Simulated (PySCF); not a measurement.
# The bond of AlPb+, level by level

One table from this session's results is given with a row withheld; the runs are named, their logs left out.

The runs use PySCF 2.14.0; Al def2-SVP, Pb def2-SVP with ECP60, scalar-relativistic core potentials.

The first run:

A driver script around PySCF takes these settings:

```json
{
 "atoms": "Al, Pb",
 "charge": "1",
 "basis": "Al def2-SVP, Pb def2-SVP with ECP60",
 "Hamiltonian": "scalar-relativistic core potentials",
 "basis functions": "44",
 "electrons treated": "34",
 "masses in u": "26.9815, 207.9766",
 "levels": "PBE0, PBE, r²SCAN, PBEsol, TPSS, BHandHLYP, LC-ωPBE, HF, MP2, SCS-MP2, CCSD, CCSD(T)",
 "grid": "80 radial by 434 angular points",
 "occupations": "held fixed by the projection of orbital angular momentum",
 "dissociation limit": "Al+ + Pb, each in its ground configuration",
 "starting distance in angstrom": "2.690",
 "values of 2S to try": "0, 2"
}
```

Launch:

```console
$ OMP_NUM_THREADS=1 python dia.py task.json out
```

Among the steps run: Input; First curve: PBE0; Other states along the same grid; PBE (GGA); r²SCAN (meta-GGA); PBEsol (GGA); TPSS (meta-GGA); BHandHLYP; LC-ωPBE (range-separated hybrid); UHF; Adding correlation.

One of the session's tables, all rows but one given; the rest of the session is left out.

It belongs to the step «The curves together». Energy (eV) from each level's lowest point:

| R (Å) | UHF | UHF-MP2 | UHF-SCS-MP2 | UHF-CCSD | UHF-CCSD(T) |
| --- | --- | --- | --- | --- | --- |
| 2.634 | 0.534 | 0.386 | 0.415 | n/a | n/a |
| 2.757 | 0.292 | 0.184 | 0.206 | 0.202 | 0.186 |
| 2.879 | 0.141 | 0.070 | 0.084 | 0.079 | 0.069 |
| 2.971 | 0.071 | 0.024 | 0.034 | 0.029 | 0.022 |
| 3.063 | 0.028 | 0.003 | 0.008 | 0.005 | 0.002 |
| 3.155 | 0.006 | 0.000 | 0.000 | 0.000 | 0.000 |
| 3.277 | 0.000 | 0.015 | 0.010 | 0.014 | 0.018 |
| 3.431 | ? | ? | ? | ? | ? |
| 3.614 | 0.062 | 0.116 | 0.099 | 0.115 | 0.128 |
| 3.859 | 0.139 | 0.207 | 0.184 | n/a | n/a |

Estimate the missing values for R (Å) = 3.431.

Worked estimate for «UHF». A straight line through the neighbours (3.277, 0.000) and (3.614, 0.062) gives 0.000 + (0.062 − 0.000) × (3.431 − 3.277) / (3.614 − 3.277) = 0.028; a parabola fitted to 4 rows on both sides gives 0.021.

The run gave: UHF: 0.018; UHF-MP2: 0.054; UHF-SCS-MP2: 0.043; UHF-CCSD: 0.052; UHF-CCSD(T): 0.061. In «UHF» the line misses by +0.010 and the parabola by +0.003.
